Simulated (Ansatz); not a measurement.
# GeAsH5 (SMILES [GeH3][AsH2]): one structure at several levels

One table from this session's results is given with a row withheld; the runs are named, their logs left out.

The runs use Ansatz 0.2.0, Gaussian basis; single points in def2-TZVPP.

Correlated methods freeze the cores. Filled d shells of the heavier atoms are correlated.

## Starting geometry

SMILES `[GeH3][AsH2]`, 7 atoms, charge 0, spin multiplicity 1.

Atoms are counted from 1 here; the program's logs count them from 0.

Bond lengths: Ge1–As2 2.330 Å, Ge1–H3 1.528 Å, Ge1–H4 1.539 Å, Ge1–H5 1.481 Å, As2–H6 1.547 Å, As2–H7 1.398 Å. Angles: As2–Ge1–H3 115.2°, As2–Ge1–H4 110.0°, As2–Ge1–H5 116.5°, H3–Ge1–H4 103.1°, H3–Ge1–H5 105.7°, H4–Ge1–H5 105.1°, Ge1–As2–H6 94.5°, Ge1–As2–H7 91.2°, H6–As2–H7 87.9°.

Geometry (Å):

```
Ge   -0.3529   -0.5739   -0.4808
As    0.6414    1.4453    0.1237
H    -0.5893   -1.5525    0.6686
H    -1.7716   -0.3209   -1.0213
H     0.3285   -1.3548   -1.5381
H    -0.1388    1.5723    1.4534
H     1.6405    0.7732    0.8349
```

The first run:

run/in.yaml reads:

```yaml
crystal:
  periodic: [false, false, false]
  atoms:
    - {symbol: Ge, position_ang: [-0.352900, -0.573900, -0.480800]}
    - {symbol: As, position_ang: [0.641400, 1.445300, 0.123700]}
    - {symbol: H, position_ang: [-0.589300, -1.552500, 0.668600]}
    - {symbol: H, position_ang: [-1.771600, -0.320900, -1.021300]}
    - {symbol: H, position_ang: [0.328500, -1.354800, -1.538100]}
    - {symbol: H, position_ang: [-0.138800, 1.572300, 1.453400]}
    - {symbol: H, position_ang: [1.640500, 0.773200, 0.834900]}
basis:
  gaussian: {orbitals: def2-TZVPP}
correlation: {method: ccsd_t}
output: {forces: true}
```

The command line of these runs was not kept.

Steps of the session up to this table: CCSD(T)/def2-TZVPP; PBE0-D4/def2-TZVPP; wB97M-V/def2-TZVPP; r2SCAN-D4/def2-TZVPP; PBE-D4/def2-TZVPP; BLYP-D4/def2-TZVPP; HSE06-D4/def2-TZVPP.

One table of the session follows, with a row left open; its other results are not shown here.

| method | RMS force component (eV/Å) | angle to CCSD(T) forces (°) | dipole (D) |
| --- | --- | --- | --- |
| CCSD(T) | 0.982 | reference | 0.50 |
| PBE0-D4 | 1.017 | 3.8 | 0.50 |
| wB97M-V | 0.986 | 1.1 | 0.49 |
| r2SCAN-D4 | 0.996 | 2.9 | 0.50 |
| PBE-D4 | 1.078 | 9.6 | 0.48 |
| BLYP-D4 | ? | ? | ? |
| HSE06-D4 | 1.019 | 3.9 | 0.50 |

**Question.** Estimate the row for BLYP-D4.

The run gave: RMS force component (eV/Å): 1.100; angle to CCSD(T) forces (°): 9.7; dipole (D): 0.49. In the column «RMS force component (eV/Å)» it is the highest.
